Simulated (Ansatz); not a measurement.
# C₄H₁₅GeNSi: a ladder of functionals and wavefunction methods

The task here is to estimate one member of a computed series from the others.

Computed with Ansatz 0.2.0, Gaussian basis. Level: functionals in def2-TZVPP, the program's frozen cores in correlated methods.

Plan: LDA (SPW92), PBE-D4, revPBE-D4, BLYP-D4, r2SCAN-D4, B97M-V, PBE0-D4, B3LYP-D4, r2SCANh-D4, r2SCAN0-D4, HSE06-D4, BHLYP-D4, CAM-B3LYP-D4, LC-ωPBE, ωB97X-V, ωB97M-V, B2PLYP, PBE-QIDH; CCSD(T)/def2-SVP; CCSD(T)/def2-TZVPP; MP2/def2-QZVPP; extrapolation to the limit; RPA on PBE.

### The relaxed structure

An earlier PBE0-D4 in a triple-zeta def2 set relaxation fixed the geometry.

SMILES `C[N]([GeH3])[Si](C)(C)C`, 22 atoms, charge 0, spin multiplicity 1.

Atoms are counted from 1 here; the program's logs count them from 0.

Bond lengths: C1–N2 1.456 Å, C1–H8 1.095 Å, C1–H9 1.099 Å, C1–H10 1.096 Å, N2–Ge3 1.835 Å, N2–Si4 1.735 Å, Ge3–H11 1.547 Å, Ge3–H12 1.533 Å, Ge3–H13 1.542 Å, Si4–C5 1.876 Å, Si4–C6 1.870 Å, Si4–C7 1.874 Å, C5–H14 1.094 Å, C5–H15 1.093 Å, C5–H16 1.094 Å, C6–H17 1.092 Å, C6–H18 1.093 Å, C6–H19 1.094 Å and more. Angles: N2–C1–H8 110.9°, N2–C1–H9 113.0°, N2–C1–H10 111.4°, H8–C1–H9 107.1°, H8–C1–H10 106.6°, H9–C1–H10 107.5°, C1–N2–Ge3 114.0°, C1–N2–Si4 117.6°, Ge3–N2–Si4 126.8°, N2–Ge3–H11 111.2°, N2–Ge3–H12 110.0°, N2–Ge3–H13 107.0°, H11–Ge3–H12 109.6°, H11–Ge3–H13 108.1°, H12–Ge3–H13 110.8°, N2–Si4–C5 110.5°, N2–Si4–C6 109.8°, N2–Si4–C7 109.6° and more.

The first run:

Input file in.yaml:

```yaml
crystal:
  periodic: [false, false, false]
  atoms:
    - {symbol: C, position_ang: [2.039852, -0.483508, -0.501627]}
    - {symbol: N, position_ang: [0.818706, -0.572918, 0.286906]}
    - {symbol: Ge, position_ang: [0.728633, -2.060248, 1.358285]}
    - {symbol: Si, position_ang: [-0.489407, 0.485313, -0.134775]}
    - {symbol: C, position_ang: [-0.971199, 0.250815, -1.932300]}
    - {symbol: C, position_ang: [-1.967649, 0.127131, 0.952387]}
    - {symbol: C, position_ang: [0.040092, 2.266666, 0.109754]}
    - {symbol: H, position_ang: [2.141519, 0.508464, -0.952859]}
    - {symbol: H, position_ang: [2.078142, -1.215775, -1.319899]}
    - {symbol: H, position_ang: [2.929384, -0.636796, 0.120384]}
    - {symbol: H, position_ang: [0.539635, -3.344931, 0.518013]}
    - {symbol: H, position_ang: [-0.430039, -1.920371, 2.352214]}
    - {symbol: H, position_ang: [2.076756, -2.165450, 2.099271]}
    - {symbol: H, position_ang: [-0.124125, 0.431872, -2.599927]}
    - {symbol: H, position_ang: [-1.324838, -0.767888, -2.113345]}
    - {symbol: H, position_ang: [-1.769470, 0.940912, -2.220374]}
    - {symbol: H, position_ang: [-1.741589, 0.266136, 2.012081]}
    - {symbol: H, position_ang: [-2.349063, -0.887925, 0.816974]}
    - {symbol: H, position_ang: [-2.774434, 0.818327, 0.691156]}
    - {symbol: H, position_ang: [0.908709, 2.526310, -0.500966]}
    - {symbol: H, position_ang: [0.298765, 2.454071, 1.154979]}
    - {symbol: H, position_ang: [-0.767980, 2.949793, -0.167734]}
basis:
  gaussian: {orbitals: def2-TZVPP}
hamiltonian: {xc: lda}
output: {orbitals: {seedname: orbitals}}
```

Command:

```sh
$ ansatz run in.yaml --threads 5 --pin off --events-out ev --progress --plain --max-ram 66560MiB --backend cuda --devices 0, --max-vram 37GiB
```

Among the steps run: LDA; PBE-D4 (GGA); revPBE-D4 (GGA); BLYP-D4 (GGA); r2SCAN-D4 (meta-GGA); B97M-V (meta-GGA); B3LYP-D4 (hybrid); r2SCANh-D4 (hybrid); r2SCAN0-D4 (hybrid); HSE06-D4 (hybrid); BHLYP-D4 (hybrid); CAM-B3LYP-D4 (range-separated); LC-ωPBE (range-separated); ωB97X-V (range-separated); ωB97M-V (range-separated); B2PLYP (double hybrid); PBE-QIDH (double hybrid).

One table of the session follows, with a row left open; its other results are not shown here.

It belongs to the step «Orbital energies across the functionals». 

```
  functional  HOMO (eV)  LUMO (eV)  gap (eV)
 LDA (SPW92)      -5.26      -0.45      4.81
      PBE-D4      -5.16      -0.19      4.97
   revPBE-D4      -5.11      -0.05      5.06
     BLYP-D4      -5.05      -0.12      4.93
   r2SCAN-D4      -5.41       0.25      5.66
      B97M-V      -5.57      -0.10      5.47
     PBE0-D4      -6.45       0.61      7.06
    B3LYP-D4      -6.25       0.34      6.58
  r2SCANh-D4      -5.89       0.51      6.41
  r2SCAN0-D4          ?          ?         ?
    HSE06-D4      -6.05       0.24      6.29
    BHLYP-D4      -7.69       1.28      8.98
CAM-B3LYP-D4      -7.81       1.44      9.25
     LC-ωPBE      -9.12       2.70     11.82
     ωB97X-V      -8.82       2.45     11.27
     ωB97M-V      -8.74       2.08     10.82
```

Estimate the missing values for r2SCAN0-D4.

Worked estimate for «HOMO (eV)». Against the share of exact exchange, r2SCAN-D4 (0, -5.41), r2SCANh-D4 (0.1, -5.89) give a slope of -4.80 per unit share; at 0.25 the line stands at -6.61.

The run gave: HOMO (eV): -6.63; LUMO (eV): 0.90; gap (eV): 7.53. In «HOMO (eV)» the line misses by +0.02.
